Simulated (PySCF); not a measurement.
# I2 (the Iodine Molecule): the cost of one run

Programs: PySCF 2.14.0, with routines of our own; each step states its level. All values are computed. Atoms count from 0.

## (1) The system as given

2 atoms, charge 0, multiplicity 1; geometry from: GFN2-xTB.

## (2) Optimising the geometry at PBE0-D3(BJ)/def2-SVP

Job settings and geometry (Å):

```
{"job": {"xc": "PBE0", "basis": "def2-SVP", "d3": "d3bj", "grid": 1, "maxiter": 30, "shake": 0.01, "kind": "geom"}, "charge": 0, "multiplicity": 1}
I      1.353620    -0.028600     0.001520
I     -1.336130    -0.000210    -0.013650
```

On the command line:

```console
$ OMP_NUM_THREADS=1 python heavy_run.py task.json out
```

One launch serves the whole session: the jobs run in the order shown.

**Question.** How long does this first job take on 1 thread of Arm Neoverse N1, shared host, and how much memory does it need?

About 16 s, with a peak of 0.27 GiB.
